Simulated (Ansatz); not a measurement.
# ScSi2 (P6/mmm) in Ansatz: notebook

Runs on ScSi2. Level: r2SCAN. Tasks: relaxation of cell and atoms.

Everything below comes from runs of Ansatz 0.2.0. Logs are shortened: lines on timing, memory, paths and dates and some standing lists are left out, and cuts for length are marked.

**1. Starting point**

The structure is hexagonal, space group P6/mmm (No. 191). The conventional cell has a = 3.660 Å, b = 3.660 Å, c = 3.870 Å, α = 90.00°, β = 90.00°, γ = 120.00°. Sc (site symmetry 6/mmm) is surrounded by 12 Si at 2.87 Å. Si (site symmetry -6m2) has 3 Si at 2.11 Å as nearest neighbours.

**2. Relaxation of cell and atoms, r2SCAN, target pressure 5 GPa, at which the enthalpy is minimised**

File input.yaml:

```yaml
crystal:
  lattice:
    - [3.66, 0.0, 0.0]
    - [-1.83, 3.1696529779, 0.0]
    - [0.0, 0.0, 3.87]
  atoms:
    - { symbol: Sc, position: [0.0, 0.0, 0.0] }
    - { symbol: Si, position: [0.6666666667, 0.3333333333, 0.5] }
    - { symbol: Si, position: [0.3333333333, 0.6666666667, 0.5] }
hamiltonian:
  xc: r2scan
  pseudopotentials: { kind: paw }
kpoints:
  mp_grid: { grid: [8, 8, 7] }
scf:
  occupations: { method: fermi_dirac, width: 0.05 }
output:
  forces: true
  stress: true
  eigenvalues: true
  write_density: true
  write_potential: true
  elf: true
  volumetric_format: npy
relax:
  f_tol: 0.01
  max_steps: 40
  cell: { stress_tol: 0.05, p_target: 5.0 }
```

Potentials or basis: Ansatz PAW.

The run is started by

```
> ansatz run input.yaml --threads 2 --pin off --max-ram 5632MiB --backend cpu --events-out ev --progress --plain --runs-dir out
```

Output:

```text
Warning: RAYON_NUM_THREADS=2 ignored (pool sized by the plan → 2); use --threads N
Engine: ansatz 0.2.0, aarch64-unknown-linux-gnu
Pseudopotentials: kind: paw
Pseudopotential: Sc, paw, valence charge 11, recommended cutoff 500 eV (meta_gga), Sc.paw.azcp
Pseudopotential: Si, paw, valence charge 4, recommended cutoff 500 eV (meta_gga), Si.paw.azcp
Functional definition: r2SCAN
  parameter k0 = 0.174
  parameter k1 = 0.065
  parameter a1 = 4.9479
  exchange = r2scan_x(k0 = k0, k1 = k1, a1 = a1)
  correlation = r2scan_c
Crystal: 3 atoms, lattice volume = 44.896 Å³
Basis set: ecut = 500 eV, 1143 PW (Γ), exchange–correlation on 108×108×120 points (64 copies of the dense FFT grid, shifted against one another)
Bands: 14, of which v1, the nominal top of the filled ones, is band 10 counted from 1 (9 counted from 0)
Symmetry: 24 space group operations
Space group: P6/mmm (ITA 191), of the structure as read, at distance tolerance 3.6e-5 Å
k-points: 40 of 448
Non-local potential: Sc, projectors of the file, l = 0: 3, l = 1: 2, l = 2: 3, l = 3: 1
Non-local potential: Si, projectors of the file, l = 0: 2, l = 1: 2, l = 2: 2
PAW form: soft (Blöchl's): semilocal exchange-correlation on the pseudo side does not see the compensation charge
PAW frozen core: Sc, regenerated for the run's functional (the file was generated under x = pbe(κ = 0.804, μ = 0.2195149727645171), c = pbe(β = 0.06672455060314922))
PAW frozen core: Si, regenerated for the run's functional (the file was generated under x = pbe(κ = 0.804, μ = 0.2195149727645171), c = pbe(β = 0.06672455060314922))
PAW one-centre angular grid: Sc, 590 points (default); XC on 160 Gauss nodes
PAW one-centre angular grid: Si, 302 points (default); XC on 160 Gauss nodes
Initial density: superposition of atomic densities (neutral atoms: chi_scale 0, normalization atom), corrected by the library's trained network
Initial wavefunctions: pseudopotential atomic-orbital guess
Functional: x = r2scan, c = r2scan; τ floored in thin density (d = 2e-4 eV/Å³)
SCF iter   1: F=—  HF=-3419.003048 eV  |F-HF|=—  |Δ(HF+E_count)|=         —  Δρ=8.02e-3  dr2=2.69e-2  dr2_τ=4.22e-2  ethr=1.77e-3  ⟨swp⟩=5.2  Hψ=3359  notcnv=0
preconditioner: auto → none  [metal: Δε(μ)=0.081 eV  Ē_g=8.269 eV  σ=0.050 eV  W_gap=0.36  n_scr=8 (ndim 8)  ℏωp=18.4 eV  f_vac=0.000  D(μ)=1.49/eV (n_scr^D=8)  sad-step TF]
SCF iter   2: F=—  HF=-3419.066019 eV  |F-HF|=—  |Δ(HF+E_count)|=   6.30e-2  Δρ=3.93e-3  dr2=5.93e-3  dr2_τ=2.13e-4  ethr=1.42e-4  ⟨swp⟩=2.0  Hψ=1375  notcnv=0  defer=2
SCF iter   3: F=—  HF=-3419.066490 eV  |F-HF|=—  |Δ(HF+E_count)|=   4.72e-4  Δρ=6.90e-4  dr2=1.37e-4  dr2_τ=2.26e-5  ethr=3.12e-5  ⟨swp⟩=3.0  Hψ=1057  notcnv=0  defer=2
SCF iter   4: F=—  HF=-3419.066619 eV  |F-HF|=—  |Δ(HF+E_count)|=   1.28e-4  Δρ=2.47e-4  dr2=4.71e-5  dr2_τ=7.18e-7  ethr=7.21e-7  ⟨swp⟩=2.1  Hψ=789  notcnv=0  defer=2
SCF iter   5: F=—  HF=-3419.066619 eV  |F-HF|=—  |Δ(HF+E_count)|=   4.38e-7  Δρ=7.39e-5  dr2=1.35e-6  dr2_τ=8.58e-8  ethr=2.48e-7  ⟨swp⟩=2.5  Hψ=739  notcnv=0  defer=2
SCF iter   6: F=-3419.066623 eV  HF=-3419.066623 eV  |F-HF|=9.68e-8  |Δ(HF+E_count)|=   3.78e-6  Δρ=1.45e-5  dr2=5.74e-8  dr2_τ=1.61e-9  ethr=5.26e-10  ⟨swp⟩=6.4  Hψ=3537  notcnv=0
SCF 1 converged in 6 iterations: F = -3419.066623 eV  dr2 = 5.74e-8
relax step   1: F+E_penalty+E_count = -3419.06662315 eV  Δ(F+E_penalty+E_count) = +0.000e0 eV  max|allowed force component| = 6.168e-18 eV/Å  Δτ_max = 0.0000 Å  P = +24.504 GPa  Ω = 44.896 Å³  (6 SCF iters, dr2 threshold 1.00e-7 eV, accepted)
Crystal: 3 atoms, lattice volume = 47.673 Å³
Basis set: ecut = 500 eV, 1183 PW (Γ), exchange–correlation on 108×108×120 points (64 copies of the dense FFT grid, shifted against one another)
Initial density: handed on by an earlier stage of this run
Initial wavefunctions: those handed on with the density
iter 1 solved again at ethr=1.95e-4 eV; its pass at ethr=3.10e-3 eV (dr2=3.71e-2 eV) is discarded
SCF iter   1: F=—  HF=-3419.622748 eV  |F-HF|=—  |Δ(HF+E_count)|=         —  Δρ=7.68e-3  dr2=3.78e-2  dr2_τ=5.45e-2  ethr=1.95e-4  ⟨swp⟩=1.0  Hψ=3952  notcnv=0
preconditioner: auto → none  [metal: Δε(μ)=0.068 eV  Ē_g=7.734 eV  σ=0.050 eV  W_gap=0.30  n_scr=8 (ndim 8)  ℏωp=17.8 eV  f_vac=0.000  D(μ)=1.57/eV (n_scr^D=8)]
SCF iter   2: F=—  HF=-3419.695343 eV  |F-HF|=—  |Δ(HF+E_count)|=   7.26e-2  Δρ=4.88e-3  dr2=1.45e-2  dr2_τ=7.50e-4  ethr=1.95e-4  ⟨swp⟩=2.5  Hψ=1107  notcnv=0  defer=1
SCF iter   3: F=—  HF=-3419.692495 eV  |F-HF|=—  |Δ(HF+E_count)|=   2.85e-3  Δρ=2.18e-3  dr2=2.69e-3  dr2_τ=1.26e-4  ethr=7.62e-5  ⟨swp⟩=2.9  Hψ=1102  notcnv=0  defer=1
SCF iter   4: F=—  HF=-3419.692149 eV  |F-HF|=—  |Δ(HF+E_count)|=   3.46e-4  Δρ=8.88e-4  dr2=3.83e-4  dr2_τ=4.00e-6  ethr=1.42e-5  ⟨swp⟩=1.7  Hψ=624  notcnv=0  defer=1
SCF iter   5: F=—  HF=-3419.692095 eV  |F-HF|=—  |Δ(HF+E_count)|=   5.41e-5  Δρ=2.15e-4  dr2=1.61e-5  dr2_τ=7.65e-7  ethr=2.01e-6  ⟨swp⟩=2.2  Hψ=687  notcnv=0  defer=1
SCF iter   6: F=—  HF=-3419.692097 eV  |F-HF|=—  |Δ(HF+E_count)|=   1.86e-6  Δρ=3.57e-5  dr2=4.18e-7  dr2_τ=3.04e-8  ethr=8.48e-8  ⟨swp⟩=2.4  Hψ=822  notcnv=0  defer=1
SCF iter   7: F=-3419.692097 eV  HF=-3419.692097 eV  |F-HF|=1.11e-8  |Δ(HF+E_count)|=   1.71e-7  Δρ=5.45e-6  dr2=6.00e-9  dr2_τ=1.01e-9  ethr=1.58e-9  ⟨swp⟩=9.1  Hψ=3724  notcnv=0
SCF 2 converged in 7 iterations: F = -3419.692097 eV  dr2 = 6.00e-9
relax step   2: F+E_penalty+E_count = -3419.69209724 eV  Δ(F+E_penalty+E_count) = -6.255e-1 eV  max|allowed force component| = 1.604e-16 eV/Å  Δτ_max = 0.0000 Å  P = +8.979 GPa  Ω = 47.673 Å³  energy of the carried Pulay correction = -7.876e-4 eV  (7 SCF iters, dr2 threshold 3.00e-7 eV, accepted)
Crystal: 3 atoms, lattice volume = 46.869 Å³
Basis set: ecut = 500 eV, 1171 PW (Γ), exchange–correlation on 108×108×120 points (64 copies of the dense FFT grid, shifted against one another)
iter 1 solved again at ethr=1.16e-4 eV; its pass at ethr=3.10e-3 eV (dr2=2.21e-2 eV) is discarded
SCF iter   1: F=—  HF=-3419.711108 eV  |F-HF|=—  |Δ(HF+E_count)|=         —  Δρ=5.35e-3  dr2=2.24e-2  dr2_τ=2.37e-2  ethr=1.16e-4  ⟨swp⟩=1.0  Hψ=3870  notcnv=0
preconditioner: auto → none  [metal: Δε(μ)=0.015 eV  Ē_g=7.850 eV  σ=0.050 eV  W_gap=0.08  n_scr=8 (ndim 8)  ℏωp=18.0 eV  f_vac=0.000  D(μ)=2.61/eV (n_scr^D=20)]
SCF iter   2: F=—  HF=-3419.743124 eV  |F-HF|=—  |Δ(HF+E_count)|=   3.20e-2  Δρ=3.24e-3  dr2=7.33e-3  dr2_τ=3.72e-4  ethr=1.16e-4  ⟨swp⟩=2.1  Hψ=1035  notcnv=0
[... 13 lines left out ...]
SCF iter   4: F=—  HF=-3419.796705 eV  |F-HF|=—  |Δ(HF+E_count)|=   1.86e-4  Δρ=1.07e-4  dr2=5.03e-6  dr2_τ=2.74e-7  ethr=2.36e-6  ⟨swp⟩=3.0  Hψ=984  notcnv=0
SCF iter   5: F=—  HF=-3419.796703 eV  |F-HF|=—  |Δ(HF+E_count)|=   1.55e-6  Δρ=4.50e-5  dr2=6.12e-7  dr2_τ=2.85e-8  ethr=2.65e-8  ⟨swp⟩=2.8  Hψ=943  notcnv=0
SCF iter   6: F=-3419.796704 eV  HF=-3419.796704 eV  |F-HF|=3.72e-8  |Δ(HF+E_count)|=   6.89e-7  Δρ=8.86e-6  dr2=3.01e-8  dr2_τ=8.37e-10  ethr=1.58e-9  ⟨swp⟩=9.3  Hψ=3876  notcnv=0
SCF 4 converged in 6 iterations: F = -3419.796704 eV  dr2 = 3.01e-8
relax step   4: F+E_penalty+E_count = -3419.79670372 eV  Δ(F+E_penalty+E_count) = -5.507e-2 eV  max|allowed force component| = 1.110e-16 eV/Å  Δτ_max = 0.0000 Å  P = +5.072 GPa  Ω = 48.007 Å³  energy of the carried Pulay correction = -7.977e-4 eV  (6 SCF iters, dr2 threshold 3.00e-7 eV, accepted)
Crystal: 3 atoms, lattice volume = 48.021 Å³
iter 1 solved again at ethr=2.57e-8 eV; its pass at ethr=3.10e-3 eV (dr2=4.89e-6 eV) is discarded
SCF iter   1: F=—  HF=-3419.797131 eV  |F-HF|=—  |Δ(HF+E_count)|=         —  Δρ=1.02e-4  dr2=5.07e-6  dr2_τ=9.59e-6  ethr=2.57e-8  ⟨swp⟩=2.0  Hψ=3511  notcnv=0
preconditioner: auto → none  [metal: Δε(μ)=0.017 eV  Ē_g=7.711 eV  σ=0.050 eV  W_gap=0.09  n_scr=8 (ndim 8)  ℏωp=17.8 eV  f_vac=0.000  D(μ)=2.88/eV (n_scr^D=26)]
SCF iter   2: F=—  HF=-3419.797143 eV  |F-HF|=—  |Δ(HF+E_count)|=   1.21e-5  Δρ=4.68e-5  dr2=7.93e-7  dr2_τ=1.47e-8  ethr=2.57e-8  ⟨swp⟩=2.2  Hψ=937  notcnv=0
SCF iter   3: F=—  HF=-3419.797143 eV  |F-HF|=—  |Δ(HF+E_count)|=   2.46e-7  Δρ=2.86e-5  dr2=5.88e-7  dr2_τ=2.78e-8  ethr=4.17e-9  ⟨swp⟩=2.0  Hψ=908  notcnv=0
SCF iter   4: F=-3419.797143 eV  HF=-3419.797143 eV  |F-HF|=5.26e-9  |Δ(HF+E_count)|=   1.04e-7  Δρ=8.09e-6  dr2=2.90e-8  dr2_τ=1.09e-9  ethr=1.68e-10  ⟨swp⟩=5.9  Hψ=3260  notcnv=0
SCF 5 converged in 4 iterations: F = -3419.797143 eV  dr2 = 2.90e-8
relax step   5: F+E_penalty+E_count = -3419.79714323 eV  Δ(F+E_penalty+E_count) = -4.395e-4 eV  max|allowed force component| = 1.665e-16 eV/Å  Δτ_max = 0.0000 Å  P = +5.004 GPa  Ω = 48.021 Å³  energy of the carried Pulay correction = -8.004e-4 eV  (4 SCF iters, dr2 threshold 3.19e-8 eV, accepted)
Basis set: ecut = 500 eV, 1207 PW (Γ), exchange–correlation on 120×120×108 points (64 copies of the dense FFT grid, shifted against one another)
Initial wavefunctions: pseudopotential atomic-orbital guess (no wavefunctions were taken with the density)
iter 1 solved again at ethr=9.30e-8 eV; its pass at ethr=3.10e-3 eV (dr2=1.77e-5 eV) is discarded
SCF iter   1: F=—  HF=-3419.798575 eV  |F-HF|=—  |Δ(HF+E_count)|=         —  Δρ=2.73e-4  dr2=4.01e-6  dr2_τ=3.86e-5  ethr=9.30e-8  ⟨swp⟩=2.9  Hψ=4776  notcnv=0
SCF iter   2: F=—  HF=-3419.798586 eV  |F-HF|=—  |Δ(HF+E_count)|=   1.13e-5  Δρ=1.36e-4  dr2=9.93e-7  dr2_τ=1.63e-6  ethr=2.11e-8  ⟨swp⟩=2.6  Hψ=968  notcnv=0
SCF iter   3: F=—  HF=-3419.798592 eV  |F-HF|=—  |Δ(HF+E_count)|=   5.95e-6  Δρ=2.15e-5  dr2=3.55e-7  dr2_τ=1.84e-8  ethr=5.22e-9  ⟨swp⟩=2.0  Hψ=948  notcnv=0
SCF iter   4: F=—  HF=-3419.798592 eV  |F-HF|=—  |Δ(HF+E_count)|=   6.19e-8  Δρ=7.45e-6  dr2=1.66e-8  dr2_τ=4.75e-9  ethr=1.87e-9  ⟨swp⟩=3.0  Hψ=969  notcnv=0
SCF iter   5: F=—  HF=-3419.798592 eV  |F-HF|=—  |Δ(HF+E_count)|=   9.02e-9  Δρ=1.47e-6  dr2=2.94e-10  dr2_τ=1.80e-10  ethr=8.75e-11  ⟨swp⟩=3.0  Hψ=985  notcnv=0
SCF iter   6: F=—  HF=-3419.798592 eV  |F-HF|=—  |Δ(HF+E_count)|=  8.34e-10  Δρ=3.87e-7  dr2=3.68e-11  dr2_τ=5.19e-12  ethr=1.00e-12  ⟨swp⟩=5.9  Hψ=2366  notcnv=0
SCF iter   7: F=-3419.798592 eV  HF=-3419.798592 eV  |F-HF|=2.27e-12  |Δ(HF+E_count)|=  9.73e-11  Δρ=6.17e-8  dr2=1.23e-12  dr2_τ=3.52e-14  ethr=1.00e-12  ⟨swp⟩=5.1  Hψ=2134  notcnv=0
SCF 6 converged in 7 iterations: F = -3419.798592 eV  dr2 = 1.23e-12
relax step   6: F+E_penalty+E_count = -3419.79859210 eV  Δ(F+E_penalty+E_count) = -1.449e-3 eV  max|allowed force component| = 1.542e-16 eV/Å  Δτ_max = 0.0000 Å  P = +5.022 GPa  Ω = 48.021 Å³  stress off target by 2.26e-2 GPa  SCF on the basis re-selected at this cell (its energy is not comparable with the rows above)  (7 SCF iters)
basis re-selected at this cell: Δ(F+E_penalty+E_count) = -1.449e-3 eV, ΔP = +0.018 GPa vs the last step (what re-selecting the basis moved, of the pressure what is left beyond the Pulay correction that the steps carried, after the strain that the cell walked since its last selection, with what the two solves' SCF thresholds leave and, on support functions, any second-order correction that the steps lacked; it is no measure of the basis error at this ecutwfc). The dense FFT grid was sized anew with the basis: this SCF ran on 30×30×27 points, the steps before it on 27×27×30, so part of this shift can come from that change (see relax.cell in the input reference). This SCF's stress stands 2.26e-2 GPa from its target on what of the cell is left free (relax.cell.stress_tol is 5.00e-2 GPa) and its largest allowed force component is 1.54e-16 eV/Å (relax.f_tol is 1.00e-2 eV/Å): within both
SCF converged after 7 iterations
Free energy (F): -3419.798592 eV
Harris-Foulkes:  -3419.798592 eV  (|F-HF|=2.27e-12)
Internal energy: -3419.776430 eV  (E = F + TS)
E sigma→0 (E₀):  -3419.787511 eV
Entropy (-TS):   -0.022162 eV (-7.387 meV/atom)
Fermi energy:    11.802890 eV
--- Per-component energies (eV) ---
  E_band       = -118.427450
  E_kinetic    = 350.473791
  E_local      = -870.531553  (includes V_loc(G=0)·N_el)
  E_nonlocal   = 131.778651
  E_hartree    = 315.453821
  E_xc         = -207.435695
  E_vxc        = -247.429493  (∫ρ·V_xc dr)
  E_paw        = -2003.456390  (= ΣΔE_a)
  E_vpaw       = -127.223040  (= ΣTr[D̂ρ^β])
  E_aug_tail   = 0.000013  (compensation charges beyond the density's cutoff)
  E_vtau       = 13.596548  (kinetic-family band-sum trace: ∫τ·v_τ [+ j·A + Jᵃ·Aᵃ] dr)
  E_ewald      = -1135.667710
  E_core_change = -0.391358  (= ΣΔE_core)
  E_smearing   = -0.022162  (= −TS)
  E_closure    = 0.000000  (closes the sum)
  Σ components = -3419.798592   (vs F -3419.798592, Δ=0.00e0)
--- Forces (eV/Å), atoms counted from 1 ---
  atom   1  Sc    -0.00000000     0.00000000     0.00000000
  atom   2  Si     0.00000000    -0.00000000     0.00000000
  atom   3  Si     0.00000000     0.00000000     0.00000000
  max |Σ_I F_I| component: 7.40e-17 eV/Å
--- Stress (GPa, compression-positive) ---
        5.021428       0.000000       0.000000
       -0.000000       5.021428       0.000000
        0.000000       0.000000       5.022619
  P = ⅓ Tr σ = 5.0218 GPa (50.218 kbar)
--- Band table (eV; the first three rows and the last of 40) ---
  k-point 0: bands = ["-40.0480", "-17.7394", "-17.7394", "-17.6682", "-1.9444", "7.6723", "7.6723", "9.9559", "10.4654", "10.7645", "12.3139", "12.3139", "13.7099", "13.7099"]
  k-point 1: bands = ["-40.0463", "-17.7367", "-17.7367", "-17.6940", "-1.7404", "7.8505", "7.8505", "8.0671", "10.9912", "11.5310", "11.5310", "11.9517", "14.5876", "14.5876"]
  k-point 2: bands = ["-40.0426", "-17.7514", "-17.7306", "-17.7306", "-1.2037", "6.0475", "8.3424", "8.3424", "10.6669", "10.6669", "11.6534", "13.2938", "13.2938", "13.4074"]
  k-point 39: bands = ["-40.0356", "-17.7759", "-17.7719", "-17.7567", "1.7148", "2.6289", "5.8447", "7.5412", "7.9851", "12.9358", "13.4031", "14.4111", "14.6744", "14.8605"]
--- Relaxed structure (5 steps of the walk, 5 accepted, 1 SCFs on fresh bases) ---
  F+E_penalty+E_count = -3419.79859210 eV   max|allowed force component| = 1.542e-16 eV/Å   (the final SCF, on the basis selected at the relaxed cell)
  cell:  # Å, volume = 48.0209 Å³
    - [3.9602572900478146, 0.0, 0.0]
    - [-1.9801286450239073, 3.4296834187039256, 0.0]
    - [0.0, 0.0, 3.535513434445577]
  atoms:
    - { symbol: Sc, position: [5.177799649513624e-34, 3.1055897938003794e-34, 0.0] }
    - { symbol: Si, position: [0.6666666666666665, 0.33333333333333326, 0.5] }
    - { symbol: Si, position: [0.33333333333333326, 0.6666666666666665, 0.5] }
```

Run time: 14 s. Hardware: 2 threads of Arm Neoverse V2, shared host; peak memory 0.46 GiB.

What came out:

* Free energy: -3419.7986 eV
* Relaxed volume: 16.01 Å³/atom
* Relaxed cell: a = 3.960 Å, b = 3.960 Å, c = 3.536 Å, α = 90.00°, β = 90.00°, γ = 120.00°
* Space group after relaxing (to 0.05 Å): P6/mmm (No. 191)
* Energy change on relaxing (the enthalpy is what falls): -244.0 meV/atom
* Ionic steps: 6
* Pressure after relaxing: 5.0 GPa
* Band gap on the k mesh: none (metal or under the smearing width)

The path:
| step | energy change (eV) | largest force (eV/Å) | volume (Å³) |
| --- | --- | --- | --- |
| 1 | 0.0000 | 0.0000 | 44.90 |
| 2 | -0.6255 | 0.0000 | 47.67 |
| 3 | -0.6750 | 0.0000 | 46.87 |
| 4 | -0.7301 | 0.0000 | 48.01 |
| 5 | -0.7305 | 0.0000 | 48.02 |
| 6 | -0.7320 | 0.0000 | 48.02 |

Final structure:
```xyz
3
Lattice="3.9603 0.0000 0.0000 -1.9801 3.4297 0.0000 0.0000 0.0000 3.5355" Properties=species:S:1:pos:R:3 pbc="T T T"
Sc    0.0000    0.0000    0.0000
Si    1.9801    1.1432    1.7678
Si    0.0000    2.2865    1.7678
```

Caveat: the plane-wave basis is chosen anew once the cell has moved, so the energies of steps on either side of that aren't comparable; the PAW data sets come from PBE, with cores solved anew for the run's functional, which leaves a small shift of forces and pressure. Zero-point motion and thermal expansion aren't in these numbers.

(Part 1 of 2 ends here.)
